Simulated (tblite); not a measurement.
# C5H10AlCl2N: the cost of one run

The runs use tblite 0.8.0 and PySCF 2.14.0, with density-fitted response routines of our own; the level of theory stands in each step. All values are computed, except where a source is named. Atoms are numbered from 0 throughout.

### Step 1. The starting structure

19 atoms, charge 0, multiplicity 1; geometry from: force field or distance geometry start.

Bonds of the start (Å): C0–C1 1.52, C1–C2 1.50, C2–N3 1.15, N3–Al4 1.87, Al4–C5 1.96, C5–Cl6 1.79, C1–C7 1.50, C7–Cl8 1.78, C0–H9 1.10, C0–H10 1.11, C0–H11 1.11, C1–H12 1.08, Al4–H13 1.60, Al4–H14 1.61, C5–H15 1.10, C5–H16 1.13, C7–H17 1.14, C7–H18 1.11.

### Step 2. Optimising the geometry with GFN2-xTB

What the job is given:

```
{"job": {"kind": "relax", "xc": "GFN2-xTB", "basis": "xTB"}, "charge": 0, "multiplicity": 1}
C     -2.781600     0.599800     0.468200
C     -1.860800     0.057600    -0.608600
C     -0.438700     0.391100    -0.279600
N      0.654300     0.680300    -0.058800
Al     2.421700     1.144400     0.349300
C      3.540200    -0.460800     0.245500
Cl     4.957700    -0.050600    -0.767000
C     -1.954300    -1.430600    -0.721200
Cl    -1.553500    -2.317400     0.769500
H     -2.997200     1.654600     0.222700
H     -3.716400     0.017800     0.582100
H     -2.218200     0.600300     1.423500
H     -2.082500     0.500400    -1.573500
H      2.961500     2.319000    -0.591800
H      2.480700     1.742500     1.845400
H      3.040200    -1.376500    -0.105700
H      3.966000    -0.627800     1.282800
H     -3.055300    -1.660500    -0.888700
H     -1.373700    -1.774400    -1.601600
```

Launch:

```console
$ OMP_NUM_THREADS=1 python probes_run.py task.json out
```

The driver reads the jobs from task.json and runs them one after another.

**Question.** How long does this first job take on 1 thread of Arm Neoverse N1, shared host, and how much memory does it need?

About 2.5 s, with a peak of 0.18 GiB.
